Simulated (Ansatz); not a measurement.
# TaWC2 (R-3m) in Ansatz: further runs

One crystal, TaWC2, is run at these levels: PBE; tasks: band structure, single point, equation of state.

Everything below comes from runs of Ansatz 0.2.0. Logs are shortened: lines on timing, memory, paths and dates and some standing lists are left out, and cuts for length are marked.

## Step 1: The crystal as given

It takes space group R-3m (No. 166, trigonal). Conventional cell: a = 3.144 Å, b = 3.144 Å, c = 15.305 Å, α = 90.00°, β = 90.00°, γ = 120.00°. W (site symmetry -3m) is surrounded by 6 C at 2.21 Å. Ta (site symmetry -3m) is surrounded by 6 C at 2.23 Å. C (site symmetry 3m) is surrounded by 3 W at 2.21 Å and 3 Ta at 2.23 Å.

The cell comes from a database or a generator and needn't be the stable form of this composition.

## Step 2: Band structure, PBE

input.yaml

```yaml
crystal:
  lattice:
    - [1.5718551461, 0.9075109917, 5.1016196719]
    - [-1.5718551461, 0.9075109917, 5.1016196719]
    - [0.0, -1.8150219835, 5.1016196719]
  atoms:
    - { symbol: W, position: [0.0, 0.0, 0.0] }
    - { symbol: Ta, position: [0.5, 0.5, 0.5] }
    - { symbol: C, position: [0.250933, 0.250933, 0.250933] }
    - { symbol: C, position: [0.749067, 0.749067, 0.749067] }
hamiltonian:
  xc: pbe
  pseudopotentials: { kind: paw }
kpoints:
  mp_grid: { grid: [10, 10, 10] }
  band_path:
    path:
      - [[0.0, 0.0, 0.0], [0.5, 0.0, 0.0], [0.5, 0.1877624847, -0.1877624847]]
      - [[0.8122375153, 0.5, 0.1877624847], [0.5, 0.5, 0.5], [0.0, 0.0, 0.0], [0.3438812424, 0.0, -0.3438812424]]
      - [[0.6561187576, 0.3438812424, 0.0], [0.5, 0.5, 0.0], [0.6561187576, 0.6561187576, 0.1877624847], [0.5, 0.5, 0.5]]
      - [[0.5, 0.0, 0.0], [0.8122375153, 0.3438812424, 0.3438812424]]
    npoints: 14
scf:
  occupations: { method: fermi_dirac, width: 0.05 }
  n_extra_bands: 10
output:
  forces: true
  stress: true
  eigenvalues: true
  fatbands: false
  write_density: true
  write_potential: true
  elf: true
  volumetric_format: npy
```

Potentials or basis: Ansatz PAW.

Command:

```console
$ ansatz run input.yaml --threads 2 --pin off --max-ram 5632MiB --backend cpu --events-out ev --progress --plain --runs-dir out
```

Output:

```text
Warning: RAYON_NUM_THREADS=2 ignored (pool sized by the plan → 2); use --threads N
basis.fft_grid_basis auto: the FFT boxes are laid along the combinations [[1, -1, 0], [0, 1, 0], [0, -1, 1]] of the cell's own vectors, 3.144, 5.415 and 3.144 Å long. The dense box has 24×40×24 points. Along the cell's own vectors, as sized, it would have 40×40×40, 2.78 times as many. Of the 12 symmetry operations that the crystal satisfies within crystal.symmetry.tolerance (time reversal apart; of a slab, those that keep its plane) the dense box along the cell's own vectors carries 12, and the one as laid loses 8 of those. basis.fft_grid_basis: typed keeps the cell's own vectors: state it where this run's energies or levels are differenced outside the engine with another run's, or held beside a run that keeps those vectors. Those combinations have planes normal to reciprocal vector 3, as the cell's own vectors have. Each planar average written beside output.write_density, output.write_potential has a row for each plane of the box: 24. The volumetric files lie along those combinations, not along the cell's own vectors: a cube or XSF file states them, and fields.json those of NumPy files.
scf.n_extra_bands = 10 over 18 filled bands (N_el = 35.0): the run solves 28 bands
Engine: ansatz 0.2.0, aarch64-unknown-linux-gnu
Pseudopotentials: kind: paw
Pseudopotential: W, paw, valence charge 14, recommended cutoff 420 eV (normal), W.paw.azcp
Pseudopotential: Ta, paw, valence charge 13, recommended cutoff 420 eV (normal), Ta.paw.azcp
Pseudopotential: C, paw, valence charge 4, recommended cutoff 420 eV (normal), C.paw.azcp
Functional definition: PBE
  parameter kappa = 0.804
  parameter beta = 0.06672455060314922
  exchange = pbe_x(kappa = kappa, mu = beta*pi^2/3)
  correlation = pbe_c(beta = beta)
Crystal: 4 atoms, lattice volume = 43.664 Å³
Basis set: ecut = 420 eV, 833 PW (Γ), FFT grids on a1−a2, a2, −a2+a3, exchange–correlation on 48×80×48 points (8 copies of the dense FFT grid, shifted against one another)
Bands: 28, of which v1, the nominal top of the filled ones, is band 18 counted from 1 (17 counted from 0)
Symmetry: 12 space group operations
Space group: R-3m (ITA 166), of the structure as read, at distance tolerance 3.5e-5 Å
k-points: 116 of 1000
Non-local potential: W, projectors of the file, l = 0: 3, l = 1: 2, l = 2: 2, l = 3: 1
Non-local potential: Ta, projectors of the file, l = 0: 3, l = 1: 2, l = 2: 2, l = 3: 1
Non-local potential: C, projectors of the file, l = 0: 2, l = 1: 2, l = 2: 1
PAW form: soft (Blöchl's): semilocal exchange-correlation on the pseudo side does not see the compensation charge
PAW one-centre angular grid: W, 590 points (default); XC on 64 Gauss nodes
PAW one-centre angular grid: Ta, 590 points (default); XC on 64 Gauss nodes
PAW one-centre angular grid: C, 110 points (default); XC on 64 Gauss nodes
Initial density: superposition of atomic densities (neutral atoms: chi_scale 0, normalization atom), corrected by the library's trained network
Initial wavefunctions: pseudopotential atomic-orbital guess
Functional: x = pbe(κ = 0.804, μ = 0.2195149727645171), c = pbe(β = 0.06672455060314922)
SCF iter   1: F=—  HF=-20819.607501 eV  |F-HF|=—  |Δ(HF+E_count)|=         —  Δρ=5.85e-3  dr2=1.55e-2  ethr=1.77e-3  ⟨swp⟩=5.8  Hψ=14546  notcnv=0  defer=71
preconditioner: auto → Kerker (q_TF=auto, 2.630 Å⁻¹)  [metal: Δε(μ)=0.026 eV  Ē_g=11.082 eV  σ=0.050 eV  W_gap=0.13  n_scr=16 (ndim 8)  ℏωp=24.5 eV  f_vac=0.000  D(μ)=1.79/eV (n_scr^D=16)]
SCF iter   2: F=—  HF=-20819.605652 eV  |F-HF|=—  |Δ(HF+E_count)|=   1.85e-3  Δρ=3.47e-3  dr2=5.74e-3  ethr=4.44e-5  ⟨swp⟩=1.0  Hψ=4178  notcnv=0  defer=196
SCF iter   3: F=—  HF=-20819.604604 eV  |F-HF|=—  |Δ(HF+E_count)|=   1.05e-3  Δρ=3.38e-4  dr2=2.62e-5  ethr=1.64e-5  ⟨swp⟩=2.1  Hψ=3794  notcnv=0  defer=196
SCF iter   4: F=—  HF=-20819.604600 eV  |F-HF|=—  |Δ(HF+E_count)|=   3.69e-6  Δρ=7.31e-5  dr2=3.04e-6  ethr=7.48e-8  ⟨swp⟩=2.0  Hψ=4048  notcnv=0  defer=196
iter 5 did not close the SCF: its close was put off for the readings that it lacked (scf_convergence_deferred on its scf_iter line)
SCF iter   5: F=-20819.604599 eV  HF=-20819.604599 eV  |F-HF|=2.90e-8  |Δ(HF+E_count)|=   4.68e-7  Δρ=1.09e-5  dr2=5.33e-8  ethr=8.70e-9  ⟨swp⟩=2.4  Hψ=4022  notcnv=0  defer=196
SCF iter   6: F=-20819.604599 eV  HF=-20819.604599 eV  |F-HF|=1.06e-10  |Δ(HF+E_count)|=  6.69e-10  Δρ=1.48e-6  dr2=5.73e-10  ethr=1.52e-10  ⟨swp⟩=10.7  Hψ=19411  notcnv=0
SCF 1 converged in 6 iterations: F = -20819.604599 eV  dr2 = 5.73e-10
NSCF: frozen V_eff on 130 k-points
SCF converged after 6 iterations
Free energy (F): -20819.604599 eV
Harris-Foulkes:  -20819.604599 eV  (|F-HF|=1.06e-10)
Internal energy: -20819.589893 eV  (E = F + TS)
E sigma→0 (E₀):  -20819.597246 eV
Entropy (-TS):   -0.014707 eV (-3.677 meV/atom)
Fermi energy:    20.671423 eV
--- Per-component energies (eV) ---
  E_band       = -135.686918
  E_kinetic    = 996.621949
  E_local      = -1235.551840  (includes V_loc(G=0)·N_el)
  E_nonlocal   = 66.957819
  E_hartree    = 426.022525
  E_xc         = -583.564193
  E_vxc        = -564.770883  (∫ρ·V_xc dr)
  E_paw        = -17157.034873  (= ΣΔE_a)
  E_vpaw       = -250.989183  (= ΣTr[D̂ρ^β])
  E_aug_tail   = 0.000122  (compensation charges beyond the density's cutoff)
  E_ewald      = -3333.041401
  E_smearing   = -0.014707  (= −TS)
  E_closure    = 0.000000  (closes the sum)
  Σ components = -20819.604599   (vs F -20819.604599, Δ=0.00e0)
--- Forces (eV/Å), atoms counted from 1 ---
  atom   1  W      0.00000000     0.00000000     0.00000000
  atom   2  Ta     0.00000000     0.00000000     0.00000000
  atom   3  C      0.00000000    -0.00000000     0.05614627
  atom   4  C      0.00000000     0.00000000    -0.05614627
  max |Σ_I F_I| component: 9.25e-18 eV/Å
--- Stress (GPa, compression-positive) ---
       -2.598525       0.000000       0.000000
        0.000000      -2.598525      -0.000000
        0.000000      -0.000000      -2.520875
  P = ⅓ Tr σ = -2.5726 GPa (-25.726 kbar)
--- Band table (eV; the first three rows and the last of 116) ---
  k-point 0: bands = ["-54.5930", "-48.3050", "-18.8908", "-18.7019", "-18.7019", "-14.9686", "-14.6059", "-14.6059", "5.4176", "9.8905", "11.4781", "14.5953", "14.5953", "18.5119", "18.5119", "18.6425", "19.8595", "19.8595", "19.9169", "20.4599", "20.4599", "22.6049", "22.6049", "23.6494", "25.7001", "27.0022", "29.9079", "29.9079"]
  k-point 1: bands = ["-54.5910", "-48.3020", "-18.8827", "-18.7397", "-18.7107", "-14.9622", "-14.6609", "-14.6183", "5.6668", "9.6460", "11.7892", "14.7340", "14.7624", "17.6492", "18.0151", "18.0723", "18.6794", "19.8629", "20.4611", "21.2978", "22.1490", "22.5199", "22.6837", "23.3940", "26.5747", "27.5174", "29.1318", "29.5977"]
  k-point 2: bands = ["-54.5860", "-48.2941", "-18.8617", "-18.8373", "-18.7335", "-14.9453", "-14.8023", "-14.6505", "6.3532", "9.1935", "12.5129", "15.0130", "15.0880", "15.7395", "16.9233", "17.3231", "18.7136", "20.4164", "21.3372", "21.7687", "22.1029", "22.9469", "23.1453", "24.7149", "26.9617", "28.8851", "28.9870", "29.0510"]
  k-point 115: bands = ["-54.5929", "-48.3051", "-18.8721", "-18.7018", "-18.7018", "-15.0043", "-14.6064", "-14.6064", "6.9000", "7.1303", "14.8663", "15.1492", "15.6961", "15.6961", "16.3261", "16.3261", "19.7188", "19.7188", "20.8816", "20.8816", "20.8930", "21.3840", "25.5084", "25.5084", "26.0991", "26.0991", "28.9181", "29.0092"]
```

Run time: 5.2 s. Hardware: 2 threads of Arm Neoverse V2, shared host; peak memory 0.42 GiB.

What came out:

```yaml
Free_energy: -20819.6046 eV
Pressure: -2.6 GPa
Largest_force: 0.056 eV/Å
Band_gap_on_the_k_mesh: none (metal or under the smearing width)
```

Forces in eV/Å, atoms in the order of the input:
```
W    0.000  0.000  0.000
Ta   0.000  0.000  0.000
C    0.000  0.000  0.056
C    0.000  0.000 -0.056
```

Levels at the corners of the path, in eV from the Fermi level:
| point | band 15 | band 16 | band 17 | band 18 | band 19 | band 20 | band 21 | band 22 |
| --- | --- | --- | --- | --- | --- | --- | --- | --- |
| Γ | -2.16 | -2.03 | -0.81 | -0.81 | -0.75 | -0.21 | -0.21 | 1.93 |
| L | -4.82 | -4.44 | -1.28 | -0.72 | 1.45 | 2.14 | 3.12 | 3.62 |
| B1 | -4.95 | -4.93 | -0.43 | -0.09 | 1.20 | 2.20 | 2.96 | 3.02 |
| B | -4.95 | -4.93 | -0.43 | -0.09 | 1.20 | 2.20 | 2.96 | 3.02 |
| Z | -4.35 | -4.35 | -0.95 | -0.95 | 0.21 | 0.21 | 0.22 | 0.71 |
| Γ | -2.16 | -2.03 | -0.81 | -0.81 | -0.75 | -0.21 | -0.21 | 1.93 |
| X | -5.14 | -4.83 | -0.50 | 0.59 | 0.76 | 2.03 | 2.97 | 3.18 |
| Q | -5.14 | -4.83 | -0.50 | 0.59 | 0.76 | 2.03 | 2.97 | 3.18 |
| F | -5.12 | -2.19 | -2.13 | 1.22 | 1.64 | 1.80 | 2.54 | 3.45 |
| P1 | -5.09 | -2.56 | -2.20 | 1.21 | 1.37 | 2.08 | 2.30 | 3.44 |
| Z | -4.35 | -4.35 | -0.95 | -0.95 | 0.21 | 0.21 | 0.22 | 0.71 |
| L | -4.82 | -4.44 | -1.28 | -0.72 | 1.45 | 2.14 | 3.12 | 3.62 |
| P | -5.09 | -2.56 | -2.20 | 1.21 | 1.37 | 2.08 | 2.30 | 3.44 |

Caveat: the pressure holds a Pulay correction of +0.3 GPa for the finite cutoff; spin-orbit coupling is left out, which moves the levels of the heavy elements.

## Step 3: Single point, PBE, 10.26 Å³/atom (volume scaled by 0.94)

input.yaml

```yaml
crystal:
  lattice:
    - [1.539767466, 0.888985161, 4.9974757625]
    - [-1.539767466, 0.888985161, 4.9974757625]
    - [0.0, -1.777970322, 4.9974757625]
  atoms:
    - { symbol: W, position: [0.0, 0.0, 0.0] }
    - { symbol: Ta, position: [0.5, 0.5, 0.5] }
    - { symbol: C, position: [0.250933, 0.250933, 0.250933] }
    - { symbol: C, position: [0.749067, 0.749067, 0.749067] }
hamiltonian:
  xc: pbe
  pseudopotentials: { kind: paw }
kpoints:
  mp_grid: { grid: [10, 10, 10] }
scf:
  occupations: { method: fermi_dirac, width: 0.05 }
output:
  forces: true
  stress: true
  eigenvalues: true
```

Potentials or basis: Ansatz PAW.

Command:

```console
$ ansatz run input.yaml --threads 2 --pin off --max-ram 5632MiB --backend cpu --events-out ev --progress --plain --runs-dir out
```

Run time: 2.4 s. Hardware: 2 threads of Arm Neoverse V2, shared host; peak memory 0.39 GiB.

Results (log left out):

| Property | Result |
| --- | --- |
| Free energy | -20819.4641 eV |
| Pressure | 21.0 GPa |
| Largest force | 0.071 eV/Å |
| Band gap on the k mesh | none (metal or under the smearing width) |

Caveat: the pressure holds a Pulay correction of +0.3 GPa for the finite cutoff.

## Step 4: Single point, PBE, 10.48 Å³/atom (volume scaled by 0.96)

Edit input.yaml of step 3 so:

```diff
@@ -2,5 +2,5 @@
   lattice:
-    - [1.539767466, 0.888985161, 4.9974757625]
-    - [-1.539767466, 0.888985161, 4.9974757625]
-    - [0.0, -1.777970322, 4.9974757625]
+    - [1.5506112562, 0.8952458261, 5.0326704134]
+    - [-1.5506112562, 0.8952458261, 5.0326704134]
+    - [0.0, -1.7904916524, 5.0326704134]
   atoms:
@@ -21 +21,5 @@
   eigenvalues: true
+  write_density: true
+  write_potential: true
+  elf: true
+  volumetric_format: npy
```

Command:

```console
$ ansatz run input.yaml --threads 2 --pin off --max-ram 5632MiB --backend cpu --events-out ev --progress --plain --runs-dir out
```

Run time: 3.6 s. Hardware: 2 threads of Arm Neoverse V2, shared host; peak memory 0.39 GiB.

The run converged. Its results:

```yaml
Free_energy: -20819.5545 eV
Pressure: 12.3 GPa
Largest_force: 0.066 eV/Å
Band_gap_on_the_k_mesh: none (metal or under the smearing width)
```

Caveat: the pressure holds a Pulay correction of +0.3 GPa for the finite cutoff.

## Step 5: Single point, PBE, 10.70 Å³/atom (volume scaled by 0.98)

Edit input.yaml of step 4 so:

```diff
@@ -2,5 +2,5 @@
   lattice:
-    - [1.5506112562, 0.8952458261, 5.0326704134]
-    - [-1.5506112562, 0.8952458261, 5.0326704134]
-    - [0.0, -1.7904916524, 5.0326704134]
+    - [1.5613054648, 0.9014201304, 5.067379582]
+    - [-1.5613054648, 0.9014201304, 5.067379582]
+    - [0.0, -1.8028402609, 5.067379582]
   atoms:
@@ -21,5 +21 @@
   eigenvalues: true
-  write_density: true
-  write_potential: true
-  elf: true
-  volumetric_format: npy
```

Command:

```console
$ ansatz run input.yaml --threads 2 --pin off --max-ram 5632MiB --backend cpu --events-out ev --progress --plain --runs-dir out
```

Run time: 2.5 s. Hardware: 2 threads of Arm Neoverse V2, shared host; peak memory 0.39 GiB.

The run converged. Its results:

| Property | Result |
| --- | --- |
| Free energy | -20819.5997 eV |
| Pressure | 4.5 GPa |
| Largest force | 0.061 eV/Å |
| Band gap on the k mesh | none (metal or under the smearing width) |

Caveat: the pressure holds a Pulay correction of +0.3 GPa for the finite cutoff.

## Step 6: Single point, PBE, 10.92 Å³/atom

Edit input.yaml of step 5 so:

```diff
@@ -2,5 +2,5 @@
   lattice:
-    - [1.5613054648, 0.9014201304, 5.067379582]
-    - [-1.5613054648, 0.9014201304, 5.067379582]
-    - [0.0, -1.8028402609, 5.067379582]
+    - [1.5718551461, 0.9075109917, 5.1016196719]
+    - [-1.5718551461, 0.9075109917, 5.1016196719]
+    - [0.0, -1.8150219835, 5.1016196719]
   atoms:
```

Potentials or basis: Ansatz PAW.

Command:

```console
$ ansatz run input.yaml --threads 2 --pin off --max-ram 5632MiB --backend cpu --events-out ev --progress --plain --runs-dir out
```

Run time: 2.5 s. Hardware: 2 threads of Arm Neoverse V2, shared host; peak memory 0.39 GiB.

It converged, with:

```yaml
Free_energy: -20819.6046 eV
Pressure: -2.6 GPa
Largest_force: 0.056 eV/Å
Band_gap_on_the_k_mesh: none (metal or under the smearing width)
```

Caveat: the pressure holds a Pulay correction of +0.3 GPa for the finite cutoff.

## Step 7: Single point, PBE, 11.13 Å³/atom (volume scaled by 1.02)

Edit input.yaml of step 6 so:

```diff
@@ -2,5 +2,5 @@
   lattice:
-    - [1.5718551461, 0.9075109917, 5.1016196719]
-    - [-1.5718551461, 0.9075109917, 5.1016196719]
-    - [0.0, -1.8150219835, 5.1016196719]
+    - [1.5822650862, 0.9135211734, 5.1354062173]
+    - [-1.5822650862, 0.9135211734, 5.1354062173]
+    - [0.0, -1.8270423469, 5.1354062173]
   atoms:
```

Command:

```console
$ ansatz run input.yaml --threads 2 --pin off --max-ram 5632MiB --backend cpu --events-out ev --progress --plain --runs-dir out
```

Wall time 2.6 s (2 threads of Arm Neoverse V2, shared host); peak memory 0.4 GiB.

Results (log left out):

| Item | Value |
| --- | --- |
| Free energy | -20819.5730 eV |
| Pressure | -8.9 GPa |
| Largest force | 0.051 eV/Å |
| Band gap on the k mesh | none (metal or under the smearing width) |

Caveat: the pressure holds a Pulay correction of +0.3 GPa for the finite cutoff.

## Step 8: Single point, PBE, 11.35 Å³/atom (volume scaled by 1.04)

Edit input.yaml of step 7 so:

```diff
@@ -2,5 +2,5 @@
   lattice:
-    - [1.5822650862, 0.9135211734, 5.1354062173]
-    - [-1.5822650862, 0.9135211734, 5.1354062173]
-    - [0.0, -1.8270423469, 5.1354062173]
+    - [1.5925398227, 0.9194532953, 5.1687539453]
+    - [-1.5925398227, 0.9194532953, 5.1687539453]
+    - [0.0, -1.8389065907, 5.1687539453]
   atoms:
```

Command:

```console
$ ansatz run input.yaml --threads 2 --pin off --max-ram 5632MiB --backend cpu --events-out ev --progress --plain --runs-dir out
```

Run time: 2.7 s. Hardware: 2 threads of Arm Neoverse V2, shared host; peak memory 0.4 GiB.

The run converged. Its results:

| Item | Value |
| --- | --- |
| Free energy | -20819.5087 eV |
| Pressure | -14.6 GPa |
| Largest force | 0.046 eV/Å |
| Band gap on the k mesh | none (metal or under the smearing width) |

## Step 9: Single point, PBE, 11.57 Å³/atom (volume scaled by 1.06)

Edit input.yaml of step 8 so:

```diff
@@ -2,5 +2,5 @@
   lattice:
-    - [1.5925398227, 0.9194532953, 5.1687539453]
-    - [-1.5925398227, 0.9194532953, 5.1687539453]
-    - [0.0, -1.8389065907, 5.1687539453]
+    - [1.602683662, 0.9253098436, 5.2016768326]
+    - [-1.602683662, 0.9253098436, 5.2016768326]
+    - [0.0, -1.8506196874, 5.2016768326]
   atoms:
@@ -21 +21,5 @@
   eigenvalues: true
+  write_density: true
+  write_potential: true
+  elf: true
+  volumetric_format: npy
```

Potentials or basis: Ansatz PAW.

Command:

```console
$ ansatz run input.yaml --threads 2 --pin off --max-ram 5632MiB --backend cpu --events-out ev --progress --plain --runs-dir out
```

Run time: 3.7 s. Hardware: 2 threads of Arm Neoverse V2, shared host; peak memory 0.4 GiB.

The run converged. Its results:

```yaml
Free_energy: -20819.4150 eV
Pressure: -19.7 GPa
Largest_force: 0.040 eV/Å
Band_gap_on_the_k_mesh: none (metal or under the smearing width)
```

## Step 10: Equation of state, PBE

Potentials or basis: Ansatz PAW.

This step only gathers the single runs of the series.

Results:

```
Equilibrium volume                        : 10.83 Å³/atom
Bulk modulus at fixed shape and positions : 345 GPa
Pressure derivative of the bulk modulus   : 4.3
```

Energy against volume, from the lowest point:
| volume (Å³/atom) | energy (meV/atom) |
| --- | --- |
| 10.261 | 35.12 |
| 10.479 | 12.54 |
| 10.698 | 1.21 |
| 10.916 | 0.00 |
| 11.134 | 7.89 |
| 11.353 | 23.97 |
| 11.571 | 47.40 |

Caveat: the cell was scaled at fixed shape and fractional positions, which overstates the stiffness of a crystal with free parameters, most of all of layers and chains. Spin-orbit coupling is left out, which matters for the levels of Ta, W.
